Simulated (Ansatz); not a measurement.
A first try at an SCF with some post-processing of SrCa, space group P-6m2, using the Python package of Ansatz (0.2.0).

Input file `POSCAR_srca`:
```text
SrCa
1.0
   4.12833774    0.00000000    0.00000000
  -2.06416887    3.57524536    0.00000000
   0.00000000    0.00000000    6.78874508
Sr Ca
1 1
Direct
   0.66666667    0.33333333    0.50000000
   0.00000000    0.00000000    0.00000000
```

`srca_analyse.py`:
```python
from pathlib import Path

import ansatz as az
from ase.data import atomic_numbers
from ase.io import read
import numpy as np
import pandas as pd
from pymatgen.core import Structure
import spglib

atoms = read("POSCAR_srca", format="vasp")
system = az.Crystal.from_ase(atoms)

calc = (
    system.calculation()
    .kpoints(7, 7, 4)
    .occupations("fermi_dirac", width=0.1)
    .functional("lda")
    .basis(420)
    .scf(tolerance=1e-08)
    .pseudopotentials("paw")
    .electric_field_gradient()
    .bader_charges()
    .density()
    .electron_localization_function()
    .output_files(volumetric_format="npy")
)
def show(event):
    row = event["data"]
    if event["event"] == "scf_iter" and row.get("harris_foulkes_ev") is not None:
        print(f"  iteration {row['iter']:3d}  Harris-Foulkes {row['harris_foulkes_ev']:.5f} eV  residual {row['dr2_ev']:.2e}")


result = calc.session().plan().execute(on_event=show)
summary = result.report()

energy = summary["free_energy_ev"]
print("SrCa: {:.6f} eV = {:.6f} Ry = {:.6f} Ha".format(energy, energy / 13.605693, energy / 27.211386))
print("Fermi level {:.4f} eV, {} k-points, {} symmetry operations".format(summary["fermi_energy_ev"], summary["n_kpoints"], summary["n_symmetry_ops"]))

for row in summary["efg"]:
    print({k: round(v, 4) if isinstance(v, float) else v for k, v in row.items() if not isinstance(v, (list, dict))})

basins = result.bader_charges()
frame = pd.DataFrame([(a.symbol, a.partial_charge_e, a.basin.volume_ang3) for a in basins.atoms], columns=["atom", "charge (e)", "volume (A^3)"])
print(frame.round(3).to_string())
print("sum of charges", round(frame["charge (e)"].sum(), 4), " sum of volumes", round(frame["volume (A^3)"].sum(), 3))

final = Structure(result.lattice.cell_ang, [s.symbol for s in result.lattice.sites], [s.position_frac for s in result.lattice.sites])
print(final)

folder = Path(result.write_results("elf"))
elf = np.load(folder / "elf.npy")
peak = np.unravel_index(elf.argmax(), elf.shape)
print(f"largest ELF {elf.max():.3f} at grid fractions", np.round(np.array(peak) / elf.shape, 3))
for level in (0.2, 0.5, 0.7, 0.8, 0.9):
    print(f"share of the cell with ELF over {level}: {np.mean(elf > level):.3f}")

spg_cell = (result.lattice.cell_ang, [s.position_frac for s in result.lattice.sites], [atomic_numbers[s.symbol] for s in result.lattice.sites])
for tolerance in (1e-5, 1e-3, 1e-1):
    print(f"symprec {tolerance:g} A: {spglib.get_spacegroup(spg_cell, symprec=tolerance)}")
print("operations used by the run:", summary["n_symmetry_ops"])
```

```console
$ python srca_analyse.py
DeckWarning: Sr: output.efg is read without spin–orbit coupling, which moves field gradients at and beside such atoms by some per cent and up to a factor of two; PAW files take it under magnetization.noncollinear and magnetization.spin_orbit
  iteration   1  Harris-Foulkes -5216.82742 eV  residual 5.82e-03
  iteration   2  Harris-Foulkes -5216.82823 eV  residual 2.14e-03
  iteration   3  Harris-Foulkes -5216.82836 eV  residual 2.13e-04
  iteration   4  Harris-Foulkes -5216.82835 eV  residual 3.12e-05
  iteration   5  Harris-Foulkes -5216.82835 eV  residual 1.44e-06
  iteration   6  Harris-Foulkes -5216.82835 eV  residual 1.69e-07
  iteration   7  Harris-Foulkes -5216.82835 eV  residual 1.43e-08
  iteration   8  Harris-Foulkes -5216.82835 eV  residual 3.63e-10
Traceback (most recent call last):
  File "srca_analyse.py", line 35, in <module>
    summary = result.report()
TypeError: 'dict' object is not callable
```
(Warnings from the package without file and line.)

Why does it end like this?

The fault: report is a dict, not a method. Mended:

```diff
--- before
+++ after
@@ -34,3 +34,3 @@
 result = calc.session().plan().execute(on_event=show)
-summary = result.report()
+summary = result.report
```

After the fix:

`python srca_analyse.py` gives:
```text
DeckWarning: Sr: output.efg is read without spin–orbit coupling, which moves field gradients at and beside such atoms by some per cent and up to a factor of two; PAW files take it under magnetization.noncollinear and magnetization.spin_orbit
  iteration   1  Harris-Foulkes -5216.82742 eV  residual 5.82e-03
  iteration   2  Harris-Foulkes -5216.82823 eV  residual 2.14e-03
  iteration   3  Harris-Foulkes -5216.82836 eV  residual 2.13e-04
  iteration   4  Harris-Foulkes -5216.82835 eV  residual 3.12e-05
  iteration   5  Harris-Foulkes -5216.82835 eV  residual 1.44e-06
  iteration   6  Harris-Foulkes -5216.82835 eV  residual 1.69e-07
  iteration   7  Harris-Foulkes -5216.82835 eV  residual 1.43e-08
  iteration   8  Harris-Foulkes -5216.82835 eV  residual 3.63e-10
SrCa: -5216.828346 eV = -383.429815 Ry = -191.714907 Ha
Fermi level 4.6036 eV, 24 k-points, 12 symmetry operations
{'site': 1, 'element': 'Sr', 'v_zz_1e21_v_m2': -1.5749, 'eta': 0.0, 'by_run_symmetry': 'allowed', 'electrostatic_potential_v': -5503.5407}
{'site': 2, 'element': 'Ca', 'v_zz_1e21_v_m2': -0.1262, 'eta': 0.0, 'by_run_symmetry': 'allowed', 'electrostatic_potential_v': -2209.3483}
  atom  charge (e)  volume (A^3)
0   Sr       0.163        48.430
1   Ca      -0.163        51.771
sum of charges 0.0  sum of volumes 100.201
Full Formula (Sr1 Ca1)
Reduced Formula: SrCa
abc   :   4.128338   4.128338   6.788745
angles:  90.000000  90.000000 120.000000
pbc   :       True       True       True
Sites (2)
  #  SP            a          b    c
---  ----  ---------  ---------  ---
  0  Sr     0.666667   0.333333  0.5
  1  Ca    -0         -0         0
largest ELF 0.865 at grid fractions [0.6   0.2   0.417]
share of the cell with ELF over 0.2: 0.670
share of the cell with ELF over 0.5: 0.220
share of the cell with ELF over 0.7: 0.067
share of the cell with ELF over 0.8: 0.046
share of the cell with ELF over 0.9: 0.000
symprec 1e-05 A: P-6m2 (187)
symprec 0.001 A: P-6m2 (187)
symprec 0.1 A: P-6m2 (187)
operations used by the run: 12
```
(Warnings from the package without file and line.)

Notes:
- Absolute energies stand on the zero of these potentials, so only differences at equal settings mean something. A total without «per atom» is that of the cell as typed.
- The mesh is modest for a metal, so energies can be off by several to tens of meV an atom and pressures by half a GPa or more; differences at equal mesh fare better.
- An absolute Fermi energy rests on an arbitrary zero of the periodic potential and has no direct meaning.
- Bader volumes count only the part of each basin above a small density, so their sum can fall short of the cell.
- The fields are valence quantities on the plane-wave grid; their values near the nuclei depend on the potentials.
- The structure comes from a database of computed cells and needn't be a stable or known phase.
- It ran for 8.5 s on 1 thread of Arm Neoverse V2 (shared host), peak memory 0.5 GiB.

(Lines on the test bed's own set-up are left out of the output.)
